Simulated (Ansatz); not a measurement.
# H6OSSi2: basis-set convergence

The task here is to estimate one member of a computed series from the others.

Computed with Ansatz 0.2.0, Gaussian basis. Level: one geometry, several basis sets.

Plan: PBE0-D4/def2-SVP; ωB97M-V/def2-SVP; PBE0-D4/def2-QZVPP; ωB97M-V/def2-QZVPP; the functionals' def2-TZVPP values are taken from earlier runs.

## The relaxed structure

All runs share one geometry, relaxed beforehand with PBE0-D4 in a triple-zeta def2 set.

SMILES `[SiH3]O[SiH2]S`, 10 atoms, charge 0, spin multiplicity 1.

Atoms are counted from 1 here; the program's logs count them from 0.

Bond lengths: Si1–O2 1.643 Å, Si1–H5 1.482 Å, Si1–H6 1.485 Å, Si1–H7 1.485 Å, O2–Si3 1.631 Å, Si3–S4 2.132 Å, Si3–H8 1.481 Å, Si3–H9 1.479 Å, S4–H10 1.344 Å. Angles: O2–Si1–H5 107.4°, O2–Si1–H6 110.2°, O2–Si1–H7 110.5°, H5–Si1–H6 109.7°, H5–Si1–H7 109.7°, H6–Si1–H7 109.3°, Si1–O2–Si3 140.8°, O2–Si3–S4 112.7°, O2–Si3–H8 110.5°, O2–Si3–H9 107.1°, S4–Si3–H8 104.2°, S4–Si3–H9 110.6°, H8–Si3–H9 111.8°, Si3–S4–H10 94.5°.

Set-up of the first run:

in.yaml

```yaml
crystal:
  periodic: [false, false, false]
  atoms:
    - {symbol: Si, position_ang: [0.433215, 1.658509, 0.282833]}
    - {symbol: O, position_ang: [-0.422011, 0.504451, -0.514402]}
    - {symbol: Si, position_ang: [-0.866324, -1.059215, -0.380671]}
    - {symbol: S, position_ang: [0.552218, -2.227611, 0.700097]}
    - {symbol: H, position_ang: [0.166684, 2.952311, -0.389677]}
    - {symbol: H, position_ang: [1.884897, 1.352998, 0.221810]}
    - {symbol: H, position_ang: [0.006570, 1.734176, 1.703709]}
    - {symbol: H, position_ang: [-2.113451, -1.177946, 0.410013]}
    - {symbol: H, position_ang: [-1.033944, -1.583426, -1.753910]}
    - {symbol: H, position_ang: [1.475047, -2.205447, -0.277000]}
basis:
  gaussian: {orbitals: def2-SVP}
hamiltonian: {xc: pbe0, dispersion: d4}
output: {orbitals: {seedname: orbitals}}
```

Run with:

```bash
> ansatz run in.yaml --threads 2 --pin off --events-out ev --progress --plain --max-ram 4352MiB
```

Steps of the session up to this table: PBE0-D4 in def2-SVP; ωB97M-V in def2-SVP; PBE0-D4 in def2-QZVPP; ωB97M-V in def2-QZVPP.

One table of the session follows, with a row left open; its other results are not shown here.

It belongs to the step «Density functionals: the series». 

```
functional       basis  HOMO (eV)  LUMO (eV)
   PBE0-D4    def2-SVP      -7.68       0.46
   PBE0-D4  def2-TZVPP      -7.79      -0.07
   PBE0-D4  def2-QZVPP      -7.81      -0.25
   ωB97M-V    def2-SVP          ?          ?
   ωB97M-V  def2-TZVPP     -10.01       1.61
   ωB97M-V  def2-QZVPP     -10.04       1.23
```

**Question.** Estimate the row for ωB97M-V, def2-SVP.

The run gave: HOMO (eV): -9.86; LUMO (eV): 2.36. In the column «HOMO (eV)» it lies between ωB97M-V, def2-TZVPP (-10.01) and PBE0-D4, def2-QZVPP (-7.81).
